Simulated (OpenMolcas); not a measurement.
**Os⁴⁺ among point charges: CASSCF and CASPT2 levels and susceptibility**

Aim: the splitting of the states of Os⁴⁺ in the field of 5 point charges, its lowest levels with spin-orbit coupling and its magnetic susceptibility.

Method: state-averaged CASSCF and CASPT2, spin-orbit coupling by RASSI with atomic mean-field integrals. Code: OpenMolcas 26.06.

## Step 1: What is computed

- Species: Os⁴⁺ (osmium, Z = 76, 72 electrons)
- Basis: ANO-RCC-VDZP [7s6p4d2f1g], 68 functions
- Scalar Hamiltonian: DKH2, point nucleus
- Inactive shells: 1s 2s 2p 3s 3p 3d 4s 4p 4d 4f 5s 5p
- Active space: 4 electrons in 5 orbitals (5d)
- Some configurations of this space: 5d⁴
- Orbitals: optimised for each spin and parity, averaged over all roots

Outer shells as boxes (Hund's rule):

5d4
```
5d [↑ ][↑ ][↑ ][↑ ][  ]
```

The ion sits among 5 point charges of -1.5 e arranged as a trigonal bipyramid (D3h), 1.92 Å from the ion, with the axial distance 2.170 Å.

The work runs as a chain of OpenMolcas steps in one folder; each step below is one input file. Labels, J, g values, rates, χT and fits are worked out afterwards by a script from the matrices that RASSI stores.

## Step 2: Basis and integrals

a.inp

```
&GATEWAY
Coord
1

Os 0.0 0.0 0.0
Basis=ANO-RCC-VDZP
Group=NoSym
NoMove
AngMom=0.0 0.0 0.0
AMFI
XField
5 Angstrom 0
1.920000 0.000000 0.000000 -1.500000
-0.960000 1.662769 0.000000 -1.500000
-0.960000 -1.662769 0.000000 -1.500000
0.000000 0.000000 2.169600 -1.500000
0.000000 0.000000 -2.169600 -1.500000
&SEWARD
```

Launch:

```console
OMP_NUM_THREADS=1 MOLCAS_MEM=1689 MOLCAS_PROJECT=a pymolcas a.inp > a.log
```

## Step 3: Reference wave functions, quintets, 5 roots

a.inp

```
&RASSCF
FileOrb=start.orb
Symmetry=1
Spin=5
nActEl=4 0 0
Inactive=34
Ras2=5
CIRoot=5 5 1
SDav=5
CIMx=300
Iter=120 100
PrWF=0.3
OrbListing=Nothing
MaxOrb=0
>>> COPY $Project.JobIph JOB001
```

start.orb holds the contracted functions of the basis, ordered by shell, or the orbitals of the step before.

## Step 4: CASSCF: triplets, 45 roots

a.inp

```
&RASSCF
FileOrb=start.orb
Symmetry=1
Spin=3
nActEl=4 0 0
Inactive=34
Ras2=5
CIRoot=45 45 1
SDav=45
CIMx=300
Iter=120 100
PrWF=0.3
OrbListing=Nothing
MaxOrb=0
>>> COPY $Project.JobIph JOB002
```

## Step 5: Reference wave functions, singlets, 50 roots

a.inp

```
&RASSCF
FileOrb=start.orb
Symmetry=1
Spin=1
nActEl=4 0 0
Inactive=34
Ras2=5
CIRoot=50 50 1
SDav=50
CIMx=300
Iter=120 100
PrWF=0.3
OrbListing=Nothing
MaxOrb=0
>>> COPY $Project.JobIph JOB003
```

## Step 6: RASSI: spin-orbit coupling between the states

a.inp

```
&RASSI
NrOfJobIphs=3 5 45 50
1 2 3 4 5
1 2 3 4 5 6 7 8 9 10 11 12 13 14 15 16 17 18 19 20 21 22 23 24 25 26 27
28 29 30 31 32 33 34 35 36 37 38 39 40 41 42 43 44 45
1 2 3 4 5 6 7 8 9 10 11 12 13 14 15 16 17 18 19 20 21 22 23 24 25 26 27
28 29 30 31 32 33 34 35 36 37 38 39 40 41 42 43 44 45 46 47 48 49 50
IphNames
JOB001
JOB002
JOB003
EJob
SpinOrbit
DIPRint=1.0
SOCoupling=1000.0
Subsets=2
Property=9
'ANGMOM' 1 'ANGMOM' 2 'ANGMOM' 3 'MLTPL  1' 1 'MLTPL  1' 2 'MLTPL  1' 3
'AMFI' 1 'AMFI' 2 'AMFI' 3
SOProperty=3
'ANGMOM' 1 'ANGMOM' 2 'ANGMOM' 3
```

## Step 7: CASPT2: IPEA 0.25, imaginary shift 0.1 (closed shells correlated: 4f 5s 5p)

a.inp

```
>>> COPY JOB001 $Project.JobIph
&CASPT2
Multistate=5 1 2 3 4 5
NoMult
Frozen=23
IPEA=0.25
Imaginary=0.1
MaxIter=60
WThr=0.0 0.3 0.05
PrWF=0.5
NoMix
>>> COPY JOB002 $Project.JobIph
&CASPT2
Multistate=45 1 2 3 4 5 6 7 8 9 10 11 12 13 14 15 16 17 18 19 20 21 22
23 24 25 26 27 28 29 30 31 32 33 34 35 36 37 38 39 40 41 42 43 44 45
NoMult
Frozen=23
IPEA=0.25
Imaginary=0.1
MaxIter=60
WThr=0.0 0.3 0.05
PrWF=0.5
NoMix
>>> COPY JOB003 $Project.JobIph
&CASPT2
Multistate=50 1 2 3 4 5 6 7 8 9 10 11 12 13 14 15 16 17 18 19 20 21 22
23 24 25 26 27 28 29 30 31 32 33 34 35 36 37 38 39 40 41 42 43 44 45 46
47 48 49 50
NoMult
Frozen=23
IPEA=0.25
Imaginary=0.1
MaxIter=60
WThr=0.0 0.3 0.05
PrWF=0.5
NoMix
```

(Steps that only read results are left out.)

Q: Predict the outcome of this session. Wanted: spin-free ground state; first state of the same spin within the active space; lowest level; next level.

As calculated:

```
                                            quantity                                                                           value
                                              method  SS-CASPT2, IPEA 0.25, imaginary shift 0.1 (closed shells correlated: 4f 5s 5p)
                              spin-free ground state                                                 5A1, 1-fold in its orbital part
first state of the same spin within the active space                                                                 5E at 3020 cm⁻¹
                                        lowest level                                                                       1-fold A1
                                          next level                                                                     4550.0 cm⁻¹
                                         χT at 300 K                                                                  0.06 cm³ K/mol
                           effective moment at 300 K                                                                         0.70 μB
```

Cost by method:

```csv
method,time of its own steps,time with the reference
A. CASSCF,28 s,28 s
"B. SS-CASPT2, IPEA 0.25, imaginary shift 0.1, +4f 5s 5p",37 s,65 s
```

Times are of one thread on a shared host.

The spin-free ground state (5A1) comes to 100 % from free-ion D terms and keeps the highest spin of the shell. χT at 300 K is 0.06, against 3.01 cm³ K/mol for the spin alone, so spin-orbit coupling lowers it. An active space of the d shell alone favours high spin; real ions in strong fields can be low spin. CASPT2 does not keep the components of a term degenerate, and the means are used. The field of point charges can differ much from that of real complexes. With metal d orbitals alone active, the gaps between spin states are rough; where two lie within a few thousand cm-1, their order is open. This is an electrostatic model: the charges have no orbitals.
